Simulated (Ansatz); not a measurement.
Task: a single point from an input written key by key of C₃H₇GeNO, SMILES N#CCC[O][GeH3], with the Ansatz DFT code, driven from Python. Give the script and its output. Level of theory: PBE, def2-SVP basis, multiplicity 1.

| atom | x (Å) | y (Å) | z (Å) |
| --- | --- | --- | --- |
| N | 3.6558 | 0.6370 | 0.2511 |
| C | 2.6751 | 0.0332 | 0.3651 |
| C | 1.4318 | -0.7327 | 0.5098 |
| C | 0.2409 | 0.0753 | 0.0026 |
| O | -0.9286 | -0.6893 | 0.1572 |
| Ge | -2.3125 | 0.2909 | -0.4495 |
| H | 1.2864 | -0.9836 | 1.5820 |
| H | 1.5205 | -1.6758 | -0.0703 |
| H | 0.4078 | 0.3179 | -1.0729 |
| H | 0.1713 | 1.0170 | 0.5958 |
| H | -2.0986 | 0.6306 | -1.9471 |
| H | -2.4270 | 1.6016 | 0.3709 |
| H | -3.6229 | -0.5221 | -0.2946 |

`run_deck.py`
```python
# -*- coding: utf-8 -*-
"""Run C3H7GeNO from an input written out key by key."""

import ansatz as az
import numpy as np

DECK = """
crystal:
  periodic: [false, false, false]
  atoms:
    - { symbol: "N", position_ang: [3.6558, 0.637, 0.2511] }
    - { symbol: C, position_ang: [2.6751, 0.0332, 0.3651] }
    - { symbol: C, position_ang: [1.4318, -0.7327, 0.5098] }
    - { symbol: C, position_ang: [0.2409, 0.0753, 0.0026] }
    - { symbol: O, position_ang: [-0.9286, -0.6893, 0.1572] }
    - { symbol: Ge, position_ang: [-2.3125, 0.2909, -0.4495] }
    - { symbol: H, position_ang: [1.2864, -0.9836, 1.582] }
    - { symbol: H, position_ang: [1.5205, -1.6758, -0.0703] }
    - { symbol: H, position_ang: [0.4078, 0.3179, -1.0729] }
    - { symbol: H, position_ang: [0.1713, 1.017, 0.5958] }
    - { symbol: H, position_ang: [-2.0986, 0.6306, -1.9471] }
    - { symbol: H, position_ang: [-2.427, 1.6016, 0.3709] }
    - { symbol: H, position_ang: [-3.6229, -0.5221, -0.2946] }
basis:
  gaussian: { orbitals: def2-SVP }
hamiltonian:
  xc: pbe
output:
  forces: true
"""


def main():
    session = az.Session.from_yaml(DECK)
    report = session.plan(threads=1).execute().report

    for key in ("converged", "free_energy_ev", "reference_energy_ev", "n_frozen", "n_occupied", "n_virtual"):
        print(f"{key:22s} {report[key]}")
    symbols = ["N", "C", "C", "C", "O", "Ge", "H", "H", "H", "H", "H", "H", "H"]
    field = report["mean_field"]
    print("<S^2> =", round(abs(field["state"]["spin_squared"]), 4), " all-electron relativity setting:", field["relativity"])
    print("passes:", field["passes"])
    if "symmetry" in field:
        print("occupied orbitals by irrep:", field["symmetry"]["occupied"])

    forces = np.array(report["forces_ev_ang"])
    print("largest force", round(float(np.linalg.norm(forces, axis=1).max()), 4), "eV/A, rms", round(float(np.sqrt((forces ** 2).mean())), 4))
    charges = report["charge_distribution"]
    dipole = np.array(charges["dipole_moment_e_ang"]) * 4.803205
    print("dipole (D): {:.3f} {:.3f} {:.3f}, length {:.3f}".format(*dipole, np.linalg.norm(dipole)))
    print("atom  Mulliken   Lowdin")
    for symbol, m, l in zip(symbols, charges["mulliken_charges_e"], charges["lowdin_charges_e"]):
        print(f"{symbol:4s} {m:9.3f} {l:8.3f}")


if __name__ == "__main__":
    main()
```

Output of `python run_deck.py`:
```text
converged              True
free_energy_ev         -63250.64290915184
reference_energy_ev    -63250.64290915184
n_frozen               0
n_occupied             [36, 36]
n_virtual              [101, 101]
<S^2> = 0.0  all-electron relativity setting: none
passes: {'evaluations': 18, 'products': 12}
occupied orbitals by irrep: [{'A': 36}, {'A': 36}]
largest force 1.7818 eV/A, rms 0.4498
dipole (D): -3.362 -0.673 -0.194, length 3.434
atom  Mulliken   Lowdin
N        0.037    0.117
C       -0.280   -0.248
C        0.066   -0.012
C        0.133    0.018
O       -0.446    0.043
Ge       0.415    0.131
H        0.072    0.041
H        0.072    0.041
H        0.043    0.003
H        0.043    0.003
H       -0.057   -0.048
H       -0.057   -0.048
H       -0.041   -0.041
```

Notes:
- Total energies depend on the basis set; only differences at equal settings carry meaning.
- The geometry is a force-field or estimated start, not a minimum of this method, and the basis set is short of its limit.
- The Löwdin charges here are taken after orthogonalising the functions within each atom; they differ from plain Löwdin charges, and their signs can be unphysical.
- The whole script took 6.4 s on 1 thread of Arm Neoverse V1 (shared host), peak memory 0.23 GiB.
